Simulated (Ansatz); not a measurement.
**C₂H₈Si₂: one species, many methods**

An exercise on one series of results from a longer session: the logs are not shown, and one member is left open.

Method: functionals in def2-TZVPP, the program's frozen cores in correlated methods; program: Ansatz 0.2.0, Gaussian basis.

Plan: PBE-D4, r2SCAN-D4, PBE0-D4, B3LYP-D4, ωB97X-V, ωB97M-V, B2PLYP; CCSD(T)/def2-TZVPP; MP2/def2-QZVPP; extrapolation to the limit.

## The geometry

The geometry comes from an earlier relaxation with PBE0-D4 in a triple-zeta def2 set; it is a stationary point, not always the lowest conformer.

SMILES `[SiH3][SiH]1CC1`, 12 atoms, charge 0, spin multiplicity 1.

Atoms are counted from 1 here; the program's logs count them from 0.

Bond lengths: Si1–Si2 2.316 Å, Si1–H5 1.488 Å, Si1–H6 1.488 Å, Si1–H7 1.488 Å, Si2–C3 1.862 Å, Si2–C4 1.862 Å, Si2–H8 1.482 Å, C3–C4 1.529 Å, C3–H9 1.085 Å, C3–H10 1.085 Å, C4–H11 1.085 Å, C4–H12 1.085 Å. Angles: Si2–Si1–H5 111.6°, Si2–Si1–H6 111.6°, Si2–Si1–H7 107.5°, H5–Si1–H6 108.3°, H5–Si1–H7 108.9°, H6–Si1–H7 108.9°, Si1–Si2–C3 118.6°, Si1–Si2–C4 118.6°, Si1–Si2–H8 119.0°, C3–Si2–C4 48.5°, C3–Si2–H8 116.6°, C4–Si2–H8 116.6°, Si2–C3–C4 65.7°, Si2–C3–H9 119.1°, Si2–C3–H10 118.2°, C4–C3–H9 116.7°, C4–C3–H10 116.6°, H9–C3–H10 112.9° and more.

The first run:

in.yaml reads:

```yaml
crystal:
  periodic: [false, false, false]
  atoms:
    - {symbol: Si, position_ang: [-1.248951, 1.560569, -0.646903]}
    - {symbol: Si, position_ang: [-0.531890, -0.327813, 0.485899]}
    - {symbol: C, position_ang: [1.284452, -0.510910, 0.851431]}
    - {symbol: C, position_ang: [0.782720, -1.389636, -0.295494]}
    - {symbol: H, position_ang: [-2.417796, 1.266288, -1.518853]}
    - {symbol: H, position_ang: [-1.629255, 2.651410, 0.290434]}
    - {symbol: H, position_ang: [-0.119794, 2.027336, -1.496391]}
    - {symbol: H, position_ang: [-1.466599, -1.006635, 1.414431]}
    - {symbol: H, position_ang: [1.959081, 0.296654, 0.587605]}
    - {symbol: H, position_ang: [1.574221, -1.021290, 1.764073]}
    - {symbol: H, position_ang: [1.137734, -1.142537, -1.290367]}
    - {symbol: H, position_ang: [0.753177, -2.458636, -0.111767]}
basis:
  gaussian: {orbitals: def2-TZVPP}
hamiltonian: {xc: pbe, dispersion: d4}
output: {forces: true, orbitals: {seedname: orbitals}}
```

On the command line:

```
$ ansatz run in.yaml --threads 4 --pin off --events-out ev --progress --plain --max-ram 10444MiB
```

Steps of the session up to this table: PBE-D4 (GGA); r2SCAN-D4 (meta-GGA); PBE0-D4 (hybrid); B3LYP-D4 (hybrid); ωB97X-V (range-separated); ωB97M-V (range-separated); B2PLYP (double hybrid); CCSD(T) in def2-TZVPP; MP2 in def2-QZVPP.

One table of the session follows, with a row left open; its other results are not shown here.

```
            method  atomisation energy (eV)
            PBE-D4                   42.760
         r2SCAN-D4                   42.599
           PBE0-D4                   42.475
          B3LYP-D4                   42.418
           ωB97X-V                   42.718
           ωB97M-V                   42.525
            B2PLYP                   41.900
     HF/def2-TZVPP                   31.947
    MP2/def2-TZVPP                   41.517
   CCSD/def2-TZVPP                        ?
CCSD(T)/def2-TZVPP                   41.446
           MP2/CBS                   42.513
       CCSD(T)/CBS                   42.442
```

Q: Estimate the row for CCSD/def2-TZVPP from the others.

As computed: atomisation energy (eV): 40.953. In the column «atomisation energy (eV)» it lies between HF/def2-TZVPP (31.947) and CCSD(T)/def2-TZVPP (41.446).
